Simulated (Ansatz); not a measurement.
# CH3BN2: basis-set convergence

How large a basis does CH3BN2 need? Two functionals are run in growing sets.

The runs use Ansatz 0.2.0, Gaussian basis; one geometry, several basis sets.

The runs, in order: PBE0-D4/def2-SVP; ωB97M-V/def2-SVP; PBE0-D4/def2-QZVPP; ωB97M-V/def2-QZVPP; the functionals' def2-TZVPP values are taken from earlier runs.

**1. The geometry**

All runs share one geometry, relaxed beforehand with PBE0-D4 in a triple-zeta def2 set.

7 atoms, charge 0, spin multiplicity 1.

Atoms are counted from 1 here; the program's logs count them from 0.

Bond lengths: N1–B2 1.383 Å, N1–H5 1.005 Å, N1–H6 1.004 Å, B2–C3 1.451 Å, B2–N4 1.446 Å, C3–N4 1.295 Å, C3–H7 1.087 Å. Angles: B2–N1–H5 122.3°, B2–N1–H6 123.2°, H5–N1–H6 114.5°, N1–B2–C3 162.1°, N1–B2–N4 144.7°, C3–B2–N4 53.1°, B2–C3–N4 63.2°, B2–C3–H7 166.8°, N4–C3–H7 130.0°, B2–N4–C3 63.6°.

Geometry (Å):

```
N    -0.7349    1.0918    0.1097
B    -0.0380   -0.0936   -0.0374
C     1.0316   -1.0741   -0.0540
N    -0.1440   -1.4876   -0.4072
H    -1.7190    1.1641   -0.0817
H    -0.3068    1.9470    0.4138
H     1.9723   -1.6157    0.0112
```

**2. PBE0-D4 in def2-SVP**

in.yaml

```yaml
crystal:
  periodic: [false, false, false]
  atoms:
    - {symbol: N, position_ang: [-0.734866, 1.091842, 0.109685]}
    - {symbol: B, position_ang: [-0.038021, -0.093624, -0.037374]}
    - {symbol: C, position_ang: [1.031636, -1.074089, -0.054021]}
    - {symbol: N, position_ang: [-0.144037, -1.487572, -0.407243]}
    - {symbol: H, position_ang: [-1.718994, 1.164105, -0.081733]}
    - {symbol: H, position_ang: [-0.306847, 1.947033, 0.413843]}
    - {symbol: H, position_ang: [1.972331, -1.615696, 0.011243]}
basis:
  gaussian: {orbitals: def2-SVP}
hamiltonian: {xc: pbe0, dispersion: d4}
output: {orbitals: {seedname: orbitals}}
```

On the command line:

```bash
> ansatz run in.yaml --threads 2 --pin off --events-out ev --progress --plain --max-ram 4352MiB
```

The log of the run:

```text
Functional definition: PBE0
  name "PBE0"
  cite "Adamo & Barone, J. Chem. Phys. 110, 6158 (1999) doi:10.1063/1.478522"
  cite "Perdew, Burke & Ernzerhof, Phys. Rev. Lett. 77, 3865 (1996) doi:10.1103/PhysRevLett.77.3865"
  parent pbe
  parameter a = 0.25
  parameter kappa = 0.804
  parameter beta = 0.06672455060314922
  exchange = (1 - a)*pbe_x(kappa = kappa, mu = beta*pi^2/3) + a*exact_x
  correlation = pbe_c(beta = beta)
830 factors; their error is unknown
mean field evaluation 1: about -4726.6762 eV, gradient 5.3e1 eV
mean field evaluation 2: about -4723.9645 eV, gradient 6.4e1 eV
mean field evaluation 4: about -4732.7525 eV, gradient 2.8e0 eV
mean field evaluation 8: about -4732.7673 eV, gradient 5.8e-2 eV
mean field -4732.76227819 eV, -173.9258057421 hartree, gradient 8.3e-5 eV, S^2 0.000000; 0 other end points of the search recorded, 0 dependent functions left out
reference -4732.76230016 eV, -173.9258065495 hartree; 14, 14 occupied and 57, 57 virtual orbitals, 830 factors
Total energy: -4732.84578310 eV, -173.9288744907 hartree
```

Wall time 0.7 s (2 threads of Arm Neoverse V1, shared host).

**3. ωB97M-V in def2-SVP**

Changes to in.yaml since step 2:

```diff
@@ -12,3 +12,3 @@
   gaussian: {orbitals: def2-SVP}
-hamiltonian: {xc: pbe0, dispersion: d4}
+hamiltonian: {xc: {name: wB97M-V}}
 output: {orbitals: {seedname: orbitals}}
```

Same command.

The log of the run, shortened:

```text
Functional definition: wB97M-V
  name "wB97M-V"
  cite "Mardirossian & Head-Gordon, J. Chem. Phys. 144, 214110 (2016) doi:10.1063/1.4952647"
  cite "Becke, J. Chem. Phys. 107, 8554 (1997) doi:10.1063/1.475007"
  cite "Vydrov & Van Voorhis, J. Chem. Phys. 133, 244103 (2010) doi:10.1063/1.3521275"
  # Of w^i u^j: cxij and so on, Table III.
[...]
  gx(w, u) = 1 - cx + cx01*u + cx10*w
  gss(w, u) = css00 + css04*u^4 + css10*w + css20*w^2 + css43*w^4*u^3
  gos(w, u) = cos00 + cos10*w + (cos20 + cos21*u)*w^2 + (cos60 + cos61*u)*w^6
[...]
      + integral(e_c_pw_mod_opposite_spin*gos(b97_w_opposite, b97_u_opposite)) + vv10(b, c)
830 factors; their error is unknown
196 factors; integrals over basis functions are off by at most 1.2e-5 eV
[...]
mean field -4736.65244587 eV, -174.0687667675 hartree, gradient 9.4e-6 eV, S^2 0.000000; 0 other end points of the search recorded, 0 dependent functions left out
reference -4736.65247978 eV, -174.0687680134 hartree; 14, 14 occupied and 57, 57 virtual orbitals, 830 factors
Total energy: -4736.65247978 eV, -174.0687680134 hartree
```

Wall time 3.1 s (2 threads of Arm Neoverse V1, shared host).

**4. PBE0-D4 in def2-QZVPP**

Changes to in.yaml since step 3:

```diff
@@ -11,4 +11,4 @@
 basis:
-  gaussian: {orbitals: def2-SVP}
-hamiltonian: {xc: {name: wB97M-V}}
+  gaussian: {orbitals: "def2-QZVPP.json"}
+hamiltonian: {xc: pbe0, dispersion: d4}
 output: {orbitals: {seedname: orbitals}}
```

Same command.

The log of the run:

```text
Functional definition: PBE0
  name "PBE0"
  cite "Adamo & Barone, J. Chem. Phys. 110, 6158 (1999) doi:10.1063/1.478522"
  cite "Perdew, Burke & Ernzerhof, Phys. Rev. Lett. 77, 3865 (1996) doi:10.1103/PhysRevLett.77.3865"
  parent pbe
  parameter a = 0.25
  parameter kappa = 0.804
  parameter beta = 0.06672455060314922
  exchange = (1 - a)*pbe_x(kappa = kappa, mu = beta*pi^2/3) + a*exact_x
  correlation = pbe_c(beta = beta)
900 factors; their error is unknown
mean field evaluation 1: about -4729.4658 eV, gradient 6.8e1 eV
mean field evaluation 2: about -4723.9109 eV, gradient 8.2e1 eV
mean field evaluation 4: about -4738.2964 eV, gradient 5.8e0 eV
mean field evaluation 8: about -4738.3613 eV, gradient 2.2e-1 eV
mean field evaluation 16: about -4738.3638 eV, gradient 2.2e-5 eV
mean field -4738.36375433 eV, -174.1316561934 hartree, gradient 2.2e-5 eV, S^2 0.000000; 0 other end points of the search recorded, 0 dependent functions left out
reference -4738.36378577 eV, -174.1316573488 hartree; 14, 14 occupied and 304, 304 virtual orbitals, 900 factors
Total energy: -4738.44726870 eV, -174.1347252900 hartree
```

Wall time 4.3 s (2 threads of Arm Neoverse V1, shared host); peak memory 0.73 GiB.

**5. ωB97M-V in def2-QZVPP**

Changes to in.yaml since step 4:

```diff
@@ -12,3 +12,3 @@
   gaussian: {orbitals: "def2-QZVPP.json"}
-hamiltonian: {xc: pbe0, dispersion: d4}
+hamiltonian: {xc: {name: wB97M-V}}
 output: {orbitals: {seedname: orbitals}}
```

The command is unchanged.

The log of the run, shortened:

```text
Functional definition: wB97M-V
  name "wB97M-V"
  cite "Mardirossian & Head-Gordon, J. Chem. Phys. 144, 214110 (2016) doi:10.1063/1.4952647"
  cite "Becke, J. Chem. Phys. 107, 8554 (1997) doi:10.1063/1.475007"
  cite "Vydrov & Van Voorhis, J. Chem. Phys. 133, 244103 (2010) doi:10.1063/1.3521275"
  # Of w^i u^j: cxij and so on, Table III.
[...]
  gx(w, u) = 1 - cx + cx01*u + cx10*w
  gss(w, u) = css00 + css04*u^4 + css10*w + css20*w^2 + css43*w^4*u^3
  gos(w, u) = cos00 + cos10*w + (cos20 + cos21*u)*w^2 + (cos60 + cos61*u)*w^6
[...]
      + integral(e_c_pw_mod_opposite_spin*gos(b97_w_opposite, b97_u_opposite)) + vv10(b, c)
900 factors; their error is unknown
257 factors; integrals over basis functions are off by at most 1.0e-5 eV
[...]
mean field -4742.41739673 eV, -174.2806248039 hartree, gradient 2.0e-5 eV, S^2 0.000000; 0 other end points of the search recorded, 0 dependent functions left out
reference -4742.41744719 eV, -174.2806266584 hartree; 14, 14 occupied and 304, 304 virtual orbitals, 900 factors
Total energy: -4742.41744719 eV, -174.2806266584 hartree
```

Run time: 11 s. Hardware: 2 threads of Arm Neoverse V1, shared host; peak memory 0.9 GiB.

**6. Density functionals: the series**

The def2-TZVPP values come from earlier runs at the same geometry.

| functional | basis | functions | energy (eV) | from the largest (eV) | HOMO (eV) | LUMO (eV) |
| --- | --- | --- | --- | --- | --- | --- |
| PBE0-D4 | def2-SVP | 71 | -4732.8458 | 5.601 | -6.71 | -0.20 |
| PBE0-D4 | def2-TZVPP | 166 | -4738.1743 | 0.273 | -6.87 | -0.49 |
| PBE0-D4 | def2-QZVPP | 318 | -4738.4473 | 0.000 | -6.90 | -0.57 |
| ωB97M-V | def2-SVP | 71 | -4736.6525 | 5.765 | -9.02 | 2.28 |
| ωB97M-V | def2-TZVPP | 166 | -4742.1682 | 0.249 | -9.19 | 1.85 |
| ωB97M-V | def2-QZVPP | 318 | -4742.4174 | 0.000 | -9.22 | 1.60 |

**7. Summary of results**

| quantity | value |
| --- | --- |
| PBE0-D4: double and triple zeta above quadruple | 5.60, 0.27 eV |
| ωB97M-V: double and triple zeta above quadruple | 5.76, 0.25 eV |

In words: For PBE0-D4 the step from double to triple zeta gains 5.33 eV and the next only 0.27 eV. Total energies overstate the basis error of differences, where much of it tends to cancel. The LUMO of ωB97M-V is positive and keeps falling with the basis (2.28 to 1.60 eV): an unbound level that the basis holds in place.

For PBE0-D4 the largest set took about 6 times as long as the smallest (4.3 s against 0.7 s).
